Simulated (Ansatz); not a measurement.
# F2H2NSn radical: an energy map over bond length N1–Sn2 and dihedral H5–N1–Sn2–F3

Aim: map the energy of F₂H₂NSn, SMILES [NH2][Sn]([F])[F], spin multiplicity 2 over two coordinates, and find its wells, ridges and stiffness.

The runs use Ansatz 0.2.0; UKS PBE0-D4/def2-TZVP.

### 1 Starting geometry

6 atoms, charge 0, spin multiplicity 2.

Atoms are counted from 1 here; the program's logs count them from 0.

Bond lengths: N1–Sn2 2.125 Å, N1–H5 1.034 Å, N1–H6 1.034 Å, Sn2–F3 1.971 Å, Sn2–F4 1.971 Å. Angles: Sn2–N1–H5 111.2°, Sn2–N1–H6 111.3°, H5–N1–H6 106.2°, N1–Sn2–F3 102.2°, N1–Sn2–F4 102.4°, F3–Sn2–F4 103.5°.

Geometry (Å):

```
N    -0.1483    1.0324   -0.3180
Sn   -0.2249   -0.9410    0.4673
F     1.4834   -1.0679    1.4431
F     0.0798   -2.0463   -1.1362
H    -0.1949    1.7373    0.4368
H    -0.9530    1.2214   -0.9393
```

This geometry comes from a loose relaxation at PBE in a small basis, which is not shown.

### 2 Geometry optimisation

input.yaml reads:

```yaml
crystal:
  periodic: [false, false, false]
  atoms:
    - { symbol: "N", position_ang: [-0.148336, 1.032443, -0.317968] }
    - { symbol: Sn, position_ang: [-0.224872, -0.941011, 0.467305] }
    - { symbol: F, position_ang: [1.483418, -1.06788, 1.443093] }
    - { symbol: F, position_ang: [0.079812, -2.046333, -1.13616] }
    - { symbol: H, position_ang: [-0.194889, 1.7373, 0.436838] }
    - { symbol: H, position_ang: [-0.953032, 1.221381, -0.939307] }
magnetization:
  spin_polarized: true
  initial_magnetization: 1
basis:
  gaussian: { orbitals: def2-TZVP }
hamiltonian:
  xc: pbe0
  dispersion: d4
output:
  forces: true
relax:
  f_tol: 0.003
  max_steps: 120
```

Started as:

```
$ ansatz run input.yaml --threads 1 --pin off --max-ram 2560MiB --backend cpu --events-out ev --progress --plain --runs-dir out
```

Log:

```text
Warning: RAYON_NUM_THREADS=1 ignored (pool sized by the plan → 1); use --threads N
The last accepted step is kept in <dir> (removed where the run ends without a failure and the disk answers)
Engine: ansatz 0.2.0, x86_64-unknown-linux-gnu
Functional definition: PBE0
  parameter a = 0.25
  parameter kappa = 0.804
  parameter beta = 0.06672455060314922
  exchange = (1 - a)*pbe_x(kappa = kappa, mu = beta*pi^2/3) + a*exact_x
  correlation = pbe_c(beta = beta)
1016 factors; their error is unknown
mean field evaluation 1: about -12774.0366 eV, gradient 5.6e1 eV
mean field evaluation 2: about -12732.8913 eV, gradient 1.1e2 eV
mean field evaluation 4: about -12784.7249 eV, gradient 1.4e1 eV
mean field evaluation 8: about -12785.4591 eV, gradient 1.3e-1 eV
mean field evaluation 16: about -12785.5637 eV, gradient 4.5e-4 eV
mean field -12785.56366282 eV, -469.8607982424 hartree, gradient 1.6e-5 eV, S^2 0.762202; 0 other end points of the search recorded, 0 dependent functions left out
the calculation of the forces begins
reference -12785.56369473 eV, -469.8607994151 hartree; 25, 24 occupied and 130, 131 virtual orbitals, 1016 factors
relax step   1: F+E_penalty+E_count = -12785.65193750 eV  Δ(F+E_penalty+E_count) = +0.000e0 eV  max|allowed force component| = 1.001e0 eV/Å  Δτ_max = 0.0000 Å  (36 SCF iters, accepted)
these checks for a lower state are left out or cut short: starts, cluster_reference, orbital_swaps, neighbouring_geometries, increment
1016 factors; their error is unknown
mean field -12785.64470013 eV, -469.8637763086 hartree, gradient 2.3e-5 eV, S^2 0.759459; 0 other end points of the search recorded, 0 dependent functions left out
the calculation of the forces begins
reference -12785.64473205 eV, -469.8637774815 hartree; 25, 24 occupied and 130, 131 virtual orbitals, 1016 factors
relax step   2: F+E_penalty+E_count = -12785.73389788 eV  Δ(F+E_penalty+E_count) = -8.196e-2 eV  max|allowed force component| = 3.147e-1 eV/Å  Δτ_max = 0.0493 Å  (37 SCF iters, accepted)
these checks for a lower state are left out or cut short: starts, cluster_reference, orbital_swaps, neighbouring_geometries, increment
1016 factors; their error is unknown
mean field evaluation 32: about -12785.6509 eV, gradient 2.3e-1 eV
mean field -12785.65102067 eV, -469.8640085842 hartree, gradient 1.3e-5 eV, S^2 0.758778; 0 other end points of the search recorded, 0 dependent functions left out
the calculation of the forces begins
reference -12785.65105279 eV, -469.8640097645 hartree; 25, 24 occupied and 130, 131 virtual orbitals, 1016 factors
relax step   3: F+E_penalty+E_count = -12785.74027052 eV  Δ(F+E_penalty+E_count) = -6.373e-3 eV  max|allowed force component| = 8.971e-2 eV/Å  Δτ_max = 0.0242 Å  (38 SCF iters, accepted)
these checks for a lower state are left out or cut short: starts, cluster_reference, orbital_swaps, neighbouring_geometries, increment
1016 factors; their error is unknown
mean field -12785.65168119 eV, -469.8640328579 hartree, gradient 2.6e-5 eV, S^2 0.758740; 0 other end points of the search recorded, 0 dependent functions left out
the calculation of the forces begins
reference -12785.65171328 eV, -469.8640340371 hartree; 25, 24 occupied and 130, 131 virtual orbitals, 1016 factors
relax step   4: F+E_penalty+E_count = -12785.74098499 eV  Δ(F+E_penalty+E_count) = -7.145e-4 eV  max|allowed force component| = 3.687e-2 eV/Å  Δτ_max = 0.0051 Å  (38 SCF iters, accepted)
these checks for a lower state are left out or cut short: starts, cluster_reference, orbital_swaps, neighbouring_geometries, increment
1016 factors; their error is unknown
mean field -12785.65185688 eV, -469.8640393144 hartree, gradient 1.7e-5 eV, S^2 0.758759; 0 other end points of the search recorded, 0 dependent functions left out
the calculation of the forces begins
reference -12785.65188897 eV, -469.8640404935 hartree; 25, 24 occupied and 130, 131 virtual orbitals, 1016 factors
relax step   5: F+E_penalty+E_count = -12785.74117323 eV  Δ(F+E_penalty+E_count) = -1.882e-4 eV  max|allowed force component| = 1.227e-2 eV/Å  Δτ_max = 0.0046 Å  (38 SCF iters, accepted)
these checks for a lower state are left out or cut short: starts, cluster_reference, orbital_swaps, neighbouring_geometries, increment
1016 factors; their error is unknown
mean field -12785.65186052 eV, -469.8640394481 hartree, gradient 1.7e-5 eV, S^2 0.758737; 0 other end points of the search recorded, 0 dependent functions left out
the calculation of the forces begins
reference -12785.65189261 eV, -469.8640406272 hartree; 25, 24 occupied and 130, 131 virtual orbitals, 1016 factors
relax step   6: F+E_penalty+E_count = -12785.74117828 eV  Δ(F+E_penalty+E_count) = -5.053e-6 eV  max|allowed force component| = 2.195e-3 eV/Å  Δτ_max = 0.0022 Å  (30 SCF iters, accepted)
1016 factors; their error is unknown
mean field evaluation 64: about -12785.5411 eV, gradient 1.0e0 eV
mean field -12785.65186052 eV, -469.8640394481 hartree, gradient 2.0e-5 eV, S^2 0.758737; 1 other end points of the search recorded, 0 dependent functions left out
the calculation of the forces begins
reference -12785.65189261 eV, -469.8640406272 hartree; 25, 24 occupied and 130, 131 virtual orbitals, 1016 factors
Total energy: -12785.74121037 eV, -469.8673229944 hartree
Atom 0 at    -0.158250     1.002982    -0.300411 Å, force    -0.000228    -0.000518     0.001161 eV/Å
Atom 1 at    -0.205568    -0.906197     0.445684 Å, force    -0.001302     0.001029     0.000861 eV/Å
Atom 2 at     1.449757    -1.051493     1.414017 Å, force    -0.000693    -0.000517    -0.002195 eV/Å
Atom 3 at     0.074328    -2.004492    -1.108095 Å, force     0.001457     0.001310     0.001175 eV/Å
Atom 4 at    -0.185619     1.704871     0.434190 Å, force     0.000609    -0.000600    -0.000624 eV/Å
Atom 5 at    -0.932547     1.190229    -0.931584 Å, force     0.000157    -0.000704    -0.000378 eV/Å
Dipole moment:    -0.778557     0.572970     0.208460 e Å
```

It took 25 s on 1 thread of AMD EPYC 9R45 (Zen 5), shared host; peak memory 0.38 GiB.

Relaxation path:

```csv
step,energy from step 1 (eV),largest force component (eV/Å)
1,0.0000,1.0014
2,-0.0820,0.3147
3,-0.0883,0.0897
4,-0.0890,0.0369
5,-0.0892,0.0123
6,-0.0892,0.0022
```

Close pairs (by a distance rule), those that changed most:

```csv
bond,before (Å),after (Å),change (Å)
N1–Sn2,2.125,2.050,-0.075
Sn2–F3,1.971,1.923,-0.048
Sn2–F4,1.971,1.923,-0.048
N1–H6,1.034,1.016,-0.018
N1–H5,1.034,1.016,-0.017
```

### 3 Plan of the scan

First coordinate, bond length N1–Sn2: 13 values from 1.681 to 3.075 Å. Second coordinate, dihedral H5–N1–Sn2–F3: 12 values from −180 to 150 °, periodic.

Nothing else is relaxed (all other coordinates rigid). Energies count from the relaxed molecule at the same level. Points are written as (first, second).

Below, 3 of the grid's runs; all are launched alike.

### 4 The run at (3.075 Å, −180°)

input.yaml reads:

```yaml
crystal:
  periodic: [false, false, false]
  atoms:
    - { symbol: "N", position_ang: [-0.15825, 1.002982, -0.300411] }
    - { symbol: Sn, position_ang: [-0.229216, -1.860323, 0.818551] }
    - { symbol: F, position_ang: [-0.167467, -2.960534, -0.757712] }
    - { symbol: F, position_ang: [-2.037648, -2.055508, 1.443291] }
    - { symbol: H, position_ang: [-0.185619, 1.704871, 0.43419] }
    - { symbol: H, position_ang: [-0.932547, 1.190229, -0.931584] }
magnetization:
  spin_polarized: true
  initial_magnetization: 1
basis:
  gaussian: { orbitals: def2-TZVP }
hamiltonian:
  xc: pbe0
  dispersion: d4
output:
  forces: true
```

Started as:

```
$ ansatz run input.yaml --threads 1 --pin off --max-ram 2560MiB --backend cpu --events-out ev --progress --plain --runs-dir out
```

Log:

```text
Warning: RAYON_NUM_THREADS=1 ignored (pool sized by the plan → 1); use --threads N
[... 7 set-up lines as earlier in the session ...]
1016 factors; their error is unknown
mean field evaluation 1: about -12767.2389 eV, gradient 6.0e1 eV
mean field evaluation 2: about -12661.3737 eV, gradient 1.2e2 eV
mean field evaluation 4: about -12782.4012 eV, gradient 2.2e1 eV
mean field evaluation 8: about -12784.5295 eV, gradient 4.6e-1 eV
mean field evaluation 16: about -12784.6317 eV, gradient 7.6e-3 eV
mean field -12784.63168961 eV, -469.8265488586 hartree, gradient 3.5e-5 eV, S^2 0.755409; 0 other end points of the search recorded, 0 dependent functions left out
the calculation of the forces begins
reference -12784.63172203 eV, -469.8265500501 hartree; 25, 24 occupied and 130, 131 virtual orbitals, 1016 factors
Total energy: -12784.71131917 eV, -469.8294751909 hartree
Atom 0 at    -0.158250     1.002982    -0.300411 Å, force     0.265653    -0.871149     0.093205 eV/Å
Atom 1 at    -0.229216    -1.860323     0.818551 Å, force     1.014860     0.630872     0.405380 eV/Å
Atom 2 at    -0.167467    -2.960534    -0.757712 Å, force    -0.296456    -0.243332    -0.347104 eV/Å
Atom 3 at    -2.037648    -2.055508     1.443291 Å, force    -0.601665    -0.132386    -0.128312 eV/Å
Atom 4 at    -0.185619     1.704871     0.434190 Å, force    -0.119570     0.330534     0.089121 eV/Å
Atom 5 at    -0.932547     1.190229    -0.931584 Å, force    -0.262823     0.285461    -0.112290 eV/Å
Dipole moment:     0.264182     0.846701     0.195101 e Å
```

Wall time 3.7 s (1 thread of AMD EPYC 9R45 (Zen 5), shared host); peak memory 0.38 GiB.

On the map this point reads 99 kJ/mol.

### 5 Point (2.030 Å, −60°)

input.yaml reads:

```yaml
crystal:
  periodic: [false, false, false]
  atoms:
    - { symbol: "N", position_ang: [-0.15825, 1.002982, -0.300411] }
    - { symbol: Sn, position_ang: [-0.205099, -0.887265, 0.438286] }
    - { symbol: F, position_ang: [1.366291, -0.976976, 1.54353] }
    - { symbol: F, position_ang: [0.241228, -1.976767, -1.082438] }
    - { symbol: H, position_ang: [-0.185619, 1.704871, 0.43419] }
    - { symbol: H, position_ang: [-0.932547, 1.190229, -0.931584] }
magnetization:
  spin_polarized: true
  initial_magnetization: 1
basis:
  gaussian: { orbitals: def2-TZVP }
hamiltonian:
  xc: pbe0
  dispersion: d4
output:
  forces: true
```

Started as:

```
$ ansatz run input.yaml --threads 1 --pin off --max-ram 2560MiB --backend cpu --events-out ev --progress --plain --runs-dir out
```

Log:

```text
Warning: RAYON_NUM_THREADS=1 ignored (pool sized by the plan → 1); use --threads N
[... 7 set-up lines as earlier in the session ...]
1016 factors; their error is unknown
mean field evaluation 1: about -12774.4642 eV, gradient 5.6e1 eV
mean field evaluation 2: about -12740.2151 eV, gradient 1.0e2 eV
mean field evaluation 4: about -12785.1271 eV, gradient 1.1e1 eV
mean field evaluation 8: about -12785.5492 eV, gradient 2.4e-1 eV
mean field evaluation 16: about -12785.6480 eV, gradient 2.5e-3 eV
mean field -12785.64799136 eV, -469.8638972591 hartree, gradient 4.7e-5 eV, S^2 0.758132; 0 other end points of the search recorded, 0 dependent functions left out
the calculation of the forces begins
reference -12785.64802347 eV, -469.8638984391 hartree; 25, 24 occupied and 130, 131 virtual orbitals, 1016 factors
Total energy: -12785.73751120 eV, -469.8671870523 hartree
Atom 0 at    -0.158250     1.002982    -0.300411 Å, force    -0.037854     0.259994    -0.078332 eV/Å
Atom 1 at    -0.205099    -0.887265     0.438286 Å, force     0.013790    -0.284367     0.087591 eV/Å
Atom 2 at     1.366291    -0.976976     1.543530 Å, force     0.003791     0.008538     0.000898 eV/Å
Atom 3 at     0.241228    -1.976767    -1.082438 Å, force    -0.010740    -0.010970     0.007156 eV/Å
Atom 4 at    -0.185619     1.704871     0.434190 Å, force     0.001710     0.005245    -0.006955 eV/Å
Atom 5 at    -0.932547     1.190229    -0.931584 Å, force     0.029303     0.021560    -0.010359 eV/Å
Dipole moment:    -0.806002     0.557040     0.157549 e Å
```

Run time: 3.6 s. Hardware: 1 thread of AMD EPYC 9R45 (Zen 5), shared host; peak memory 0.38 GiB.

That is 0.36 kJ/mol from the zero.

### 6 Grid point (2.843 Å, 90°)

input.yaml reads:

```yaml
crystal:
  periodic: [false, false, false]
  atoms:
    - { symbol: "N", position_ang: [-0.15825, 1.002982, -0.300411] }
    - { symbol: Sn, position_ang: [-0.223862, -1.644295, 0.734128] }
    - { symbol: F, position_ang: [-2.102336, -2.048902, 0.814792] }
    - { symbol: F, position_ang: [0.276439, -1.420426, 2.577605] }
    - { symbol: H, position_ang: [-0.185619, 1.704871, 0.43419] }
    - { symbol: H, position_ang: [-0.932547, 1.190229, -0.931584] }
magnetization:
  spin_polarized: true
  initial_magnetization: 1
basis:
  gaussian: { orbitals: def2-TZVP }
hamiltonian:
  xc: pbe0
  dispersion: d4
output:
  forces: true
```

Started as:

```
$ ansatz run input.yaml --threads 1 --pin off --max-ram 2560MiB --backend cpu --events-out ev --progress --plain --runs-dir out
```

Log:

```text
Warning: RAYON_NUM_THREADS=1 ignored (pool sized by the plan → 1); use --threads N
[... 7 set-up lines as earlier in the session ...]
1016 factors; their error is unknown
mean field evaluation 1: about -12768.9205 eV, gradient 5.9e1 eV
mean field evaluation 2: about -12673.0749 eV, gradient 1.1e2 eV
mean field evaluation 4: about -12783.0913 eV, gradient 1.8e1 eV
mean field evaluation 8: about -12784.5666 eV, gradient 7.6e-1 eV
mean field evaluation 16: about -12784.6696 eV, gradient 2.9e-3 eV
mean field -12784.66959773 eV, -469.8279419562 hartree, gradient 5.6e-5 eV, S^2 0.758536; 2 other end points of the search recorded, 0 dependent functions left out
the calculation of the forces begins
reference -12784.66962960 eV, -469.8279431275 hartree; 25, 24 occupied and 130, 131 virtual orbitals, 1016 factors
Total energy: -12784.75276392 eV, -469.8309982573 hartree
Atom 0 at    -0.158250     1.002982    -0.300411 Å, force     0.356865    -0.735844     0.152438 eV/Å
Atom 1 at    -0.223862    -1.644295     0.734128 Å, force     0.854133    -0.038065    -1.050706 eV/Å
Atom 2 at    -2.102336    -2.048902     0.814792 Å, force    -0.589797     0.072334     0.296634 eV/Å
Atom 3 at     0.276439    -1.420426     2.577605 Å, force    -0.163976     0.166886     0.552048 eV/Å
Atom 4 at    -0.185619     1.704871     0.434190 Å, force    -0.176812     0.320288     0.143570 eV/Å
Atom 5 at    -0.932547     1.190229    -0.931584 Å, force    -0.280413     0.214401    -0.093984 eV/Å
Dipole moment:     0.172612     0.564929    -0.606763 e Å
```

Run time: 4.5 s. Hardware: 1 thread of AMD EPYC 9R45 (Zen 5), shared host; peak memory 0.37 GiB.

On the map this point reads 95 kJ/mol.

### 7 The map

156 points were computed. Energies in kJ/mol, from the relaxed molecule at the same level:

```tsv
dihedral H5–N1–Sn2–F3 (°) ↓, bond length N1–Sn2 (Å) →	1.681	1.797	1.914	2.030	2.146	2.262	2.378	2.495	2.611	2.727	2.843	2.959	3.075
150	203	84	33	21	31	50	67	79	87	91	95	98	100
120	200	82	31	20	31	51	69	81	88	93	96	98	101
90	202	83	32	21	31	50	68	80	88	92	95	98	101
60	205	86	34	21	30	47	63	76	84	89	94	97	100
30	206	86	32	18	24	39	55	68	78	85	90	95	98
0	201	80	25	10	15	30	46	61	72	80	87	92	97
−30	197	75	19	3	8	23	40	55	67	77	84	90	95
−60	195	72	17	0	5	20	37	53	65	75	83	90	95
−90	196	74	18	2	7	21	38	54	66	76	84	90	95
−120	200	78	23	7	13	27	43	58	70	79	86	91	96
−150	205	84	30	15	21	36	52	66	76	83	89	94	98
−180	206	87	34	21	28	45	61	73	82	88	93	96	99
```

The dipole moment (D) at each point:

| dihedral H5–N1–Sn2–F3 (°) ↓, bond length N1–Sn2 (Å) → | 1.681 | 1.797 | 1.914 | 2.030 | 2.146 | 2.262 | 2.378 | 2.495 | 2.611 | 2.727 | 2.843 | 2.959 | 3.075 |
| --- | --- | --- | --- | --- | --- | --- | --- | --- | --- | --- | --- | --- | --- |
| 150 | 3.45 | 3.14 | 2.89 | 2.71 | 2.61 | 2.66 | 2.96 | 3.43 | 3.83 | 4.05 | 4.13 | 4.12 | 4.06 |
| 120 | 3.25 | 2.93 | 2.64 | 2.43 | 2.33 | 2.36 | 2.70 | 3.25 | 3.70 | 3.94 | 4.01 | 3.99 | 3.92 |
| 90 | 3.35 | 3.03 | 2.76 | 2.57 | 2.47 | 2.51 | 2.83 | 3.34 | 3.76 | 3.99 | 4.07 | 4.05 | 3.98 |
| 60 | 3.70 | 3.43 | 3.20 | 3.03 | 2.96 | 3.01 | 3.26 | 3.65 | 4.00 | 4.20 | 4.29 | 4.29 | 4.24 |
| 30 | 4.24 | 3.98 | 3.78 | 3.63 | 3.56 | 3.60 | 3.79 | 4.07 | 4.33 | 4.51 | 4.60 | 4.62 | 4.60 |
| 0 | 4.78 | 4.54 | 4.33 | 4.19 | 4.11 | 4.13 | 4.26 | 4.46 | 4.67 | 4.83 | 4.92 | 4.95 | 4.95 |
| −30 | 5.19 | 4.94 | 4.74 | 4.59 | 4.51 | 4.50 | 4.59 | 4.75 | 4.92 | 5.07 | 5.16 | 5.21 | 5.22 |
| −60 | 5.37 | 5.13 | 4.92 | 4.77 | 4.68 | 4.67 | 4.74 | 4.88 | 5.04 | 5.18 | 5.27 | 5.32 | 5.34 |
| −90 | 5.28 | 5.04 | 4.83 | 4.68 | 4.59 | 4.59 | 4.67 | 4.82 | 4.98 | 5.12 | 5.22 | 5.26 | 5.28 |
| −120 | 4.94 | 4.70 | 4.50 | 4.35 | 4.27 | 4.29 | 4.40 | 4.58 | 4.77 | 4.92 | 5.02 | 5.06 | 5.06 |
| −150 | 4.44 | 4.19 | 3.99 | 3.84 | 3.77 | 3.81 | 3.97 | 4.21 | 4.45 | 4.63 | 4.72 | 4.74 | 4.73 |
| −180 | 3.88 | 3.61 | 3.40 | 3.24 | 3.17 | 3.22 | 3.45 | 3.80 | 4.11 | 4.31 | 4.39 | 4.40 | 4.36 |

Energy (kJ/mol) at eleven even steps along the easiest path on the interpolated surface, from (2.030 Å, −60°): 0, 3, 11, 19, 21, 20, 21, 20, 13, 4, 0.

### 8 Results

| quantity | value |
| --- | --- |
| lowest point | (2.030 Å, −60°), 0.36 kJ/mol |
| highest computed point | (1.681 Å, −180°), 206 kJ/mol above the lowest |
| dipole moment (D) | 2.33 at (2.146 Å, 120°) to 5.37 at (1.681 Å, −60°); 4.77 at the lowest point |
| time for the whole task | 11 min on 1 thread, shared host |

What this shows: The lowest computed point is at (2.030 Å, −60°), 0.36 kJ/mol from the relaxed molecule at the same level. The grid is coarse, so the lowest point of the scanned range may lie between grid points; coordinates that were held can hide deeper minima. The highest computed point, (1.681 Å, −180°), lies 206 kJ/mol above the lowest. On the interpolated surface the easiest way out of the lowest well to its copy in the next cell or period passes a barrier of about 22 kJ/mol. Round the minimum the two coordinates are nearly uncoupled.
